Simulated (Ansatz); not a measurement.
# MnF2: the cost of one run

Program: Ansatz 0.2.0. Level of theory: DFT PBE without U, plane waves, PAW. These are calculated values, not measurements.

### Step 1. The starting structure

Symmetry: P4_2/mnm, No. 136, tetragonal system. Conventional cell: a = 4.873 Å, b = 4.873 Å, c = 3.310 Å, α = 90.00°, β = 90.00°, γ = 90.00°. Mn (site symmetry mmm) has 6 F at 2.10 to 2.13 Å as nearest neighbours. F (site symmetry m2m) is surrounded by 3 Mn at 2.10 to 2.13 Å.

Coordinates:

```
Mn F
1.0
     4.87340    0.00000    0.00000
     0.00000    4.87340    0.00000
     0.00000    0.00000    3.30990
Mn F
2 4
Direct
  0.00000 0.00000 0.00000
  0.50000 0.50000 0.50000
  0.30500 0.30500 0.00000
  0.19500 0.80500 0.50000
  0.69500 0.69500 0.00000
  0.80500 0.19500 0.50000
```

An earlier series on this cell reached its lowest free state from «ferrimagnetic site moments held at first, then free», perhaps among other starts.

### Step 2. Antiferromagnetic site moments held at first, then free

input.yaml

```yaml
crystal:
  lattice:
    - [4.87339966, 0.0, 0.0]
    - [0.0, 4.87339966, 0.0]
    - [0.0, 0.0, 3.30989977]
  atoms:
    - { symbol: Mn, position: [0.0, 0.0, 0.0], spin: 4.18 }
    - { symbol: Mn, position: [0.5, 0.5, 0.5], spin: -4.18 }
    - { symbol: F, position: [0.305, 0.305, 0.0] }
    - { symbol: F, position: [0.195, 0.805, 0.5] }
    - { symbol: F, position: [0.695, 0.695, 0.0] }
    - { symbol: F, position: [0.805, 0.195, 0.5] }
basis:
  ecutwfc: 420
  ecutrho_ratio: 4
kpoints:
  mp_grid: { grid: [4, 4, 6] }
hamiltonian:
  xc: pbe
scf:
  occupations: { method: gaussian, width: 0.05 }
  lower_state_search: "off"
  max_iter: 150
output:
  forces: true
  stress: true
  eigenvalues: true
  populations: true
  hubbard: { sites: [{ site: 0, l: d }, { site: 1, l: d }] }
magnetization:
  spin_polarized: true
  spin_locking: { lock_spins: true, n_iters: 12 }
```

The lock is temporary (n_iters 12) and is released on the way.

Started as:

```console
$ ansatz run input.yaml --threads 4 --pin off --max-ram 6144MiB --backend cpu --events-out ev --progress --plain --runs-dir out
```

**Question.** How long does this run take on 4 threads of Arm Neoverse V1, shared host, and how much memory does it need?

About 7.1 s, with a peak of 0.48 GiB.
